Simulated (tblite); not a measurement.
# C5H6F2GeO: the cost of one run

The runs use tblite 0.8.0 and PySCF 2.14.0, with density-fitted response routines of our own; the level of theory stands in each step. All values are computed, except where a source is named. Atoms count from 0, in the outputs and in this text.

### Step 1. The starting structure

15 atoms, charge 0, multiplicity 1; geometry from: force field or distance geometry start.

Bonds of the start (Å): C0–C1 1.33, C1–C2 1.49, C2–F3 1.37, C1–Ge4 1.91, Ge4–O5 1.75, O5–C6 1.32, C6–C7 1.28, C7–F8 1.40, C7–Ge4 1.85, C0–H9 1.10, C0–H10 1.09, C2–H11 1.13, C2–H12 1.14, Ge4–H13 1.55, C6–H14 1.11.

### Step 2. Geometry optimisation with GFN2-xTB

Job settings and geometry (Å):

```
{"job": {"kind": "relax", "xc": "GFN2-xTB", "basis": "xTB"}, "charge": 0, "multiplicity": 1}
C     -1.658200     1.298600     0.153900
C     -1.016100     0.272700    -0.386300
C     -1.761800    -1.020400    -0.455000
F     -1.138200    -2.011800     0.253600
Ge     0.787600     0.469100    -0.973800
O      1.790900     1.167000     0.285700
C      2.606900     0.157400     0.541500
C      2.101400    -0.651300    -0.316600
F      2.459400    -1.973800    -0.626100
H     -2.688600     1.124300     0.483600
H     -1.186900     2.271500     0.248700
H     -1.876100    -1.315400    -1.541600
H     -2.832200    -0.891500    -0.070100
H      0.962300     1.086400    -2.383700
H      3.445100     0.025200     1.258800
```

Started as:

```
> OMP_NUM_THREADS=1 python probes_run.py task.json out
```

This one command runs all jobs of the session in turn.

**Question.** How long does this first job take on 1 thread of Arm Neoverse V2, shared host, and how much memory does it need?

About 1.1 s, with a peak of 0.18 GiB.
